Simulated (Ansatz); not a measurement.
# B₂FH₅OSi: small, medium and large basis sets

Aim: see how fast density functionals converge with the basis set for B₂FH₅OSi.

Program: Ansatz 0.2.0, Gaussian basis. Level of theory: one geometry, several basis sets. These are calculated values, not measurements.

Levels to be run: PBE0-D4/def2-SVP; ωB97M-V/def2-SVP; PBE0-D4/def2-QZVPP; ωB97M-V/def2-QZVPP; the functionals' def2-TZVPP values are taken from earlier runs.

### Step 1. The geometry

All runs share one geometry, relaxed beforehand with PBE0-D4 in a triple-zeta def2 set.

10 atoms, charge 0, spin multiplicity 1.

Atoms are counted from 1 here; the program's logs count them from 0.

Bond lengths: B1–Si2 2.000 Å, B1–H6 1.197 Å, B1–H7 1.194 Å, Si2–O3 1.663 Å, Si2–H8 1.493 Å, Si2–H9 1.489 Å, O3–B4 1.340 Å, B4–F5 1.325 Å, B4–H10 1.199 Å. Angles: Si2–B1–H6 118.3°, Si2–B1–H7 123.7°, H6–B1–H7 117.9°, B1–Si2–O3 113.1°, B1–Si2–H8 109.4°, B1–Si2–H9 110.1°, O3–Si2–H8 109.1°, O3–Si2–H9 106.9°, H8–Si2–H9 108.2°, Si2–O3–B4 133.9°, O3–B4–F5 118.4°, O3–B4–H10 123.2°, F5–B4–H10 118.4°.

### Step 2. PBE0-D4 in def2-SVP

Contents of in.yaml:

```yaml
crystal:
  periodic: [false, false, false]
  atoms:
    - {symbol: B, position_ang: [-0.071495, 1.200417, 1.750560]}
    - {symbol: Si, position_ang: [-0.695679, 0.367206, 0.042370]}
    - {symbol: O, position_ang: [0.554944, -0.123765, -0.938145]}
    - {symbol: B, position_ang: [0.903766, -1.297648, -1.482005]}
    - {symbol: F, position_ang: [1.988468, -1.342697, -2.241999]}
    - {symbol: H, position_ang: [-0.892737, 1.644289, 2.499036]}
    - {symbol: H, position_ang: [1.076186, 1.273462, 2.072429]}
    - {symbol: H, position_ang: [-1.563319, -0.807661, 0.352654]}
    - {symbol: H, position_ang: [-1.501092, 1.344915, -0.739802]}
    - {symbol: H, position_ang: [0.283959, -2.309620, -1.312099]}
basis:
  gaussian: {orbitals: def2-SVP}
hamiltonian: {xc: pbe0, dispersion: d4}
output: {orbitals: {seedname: orbitals}}
```

The runs that follow: ωB97M-V in def2-SVP; PBE0-D4 in def2-QZVPP; ωB97M-V in def2-QZVPP.

**Question.** What will the summary of the whole plan be? Wanted: PBE0-D4: double and triple zeta above quadruple; ωB97M-V: double and triple zeta above quadruple.

The runs gave:

| quantity | value |
| --- | --- |
| PBE0-D4: double and triple zeta above quadruple | 10.83, 0.63 eV |
| ωB97M-V: double and triple zeta above quadruple | 11.03, 0.58 eV |

What this shows: PBE0-D4 gains 10.21 eV from double to triple zeta, then 0.63 eV more. Total energies overstate the basis error of differences, where much of it tends to cancel.
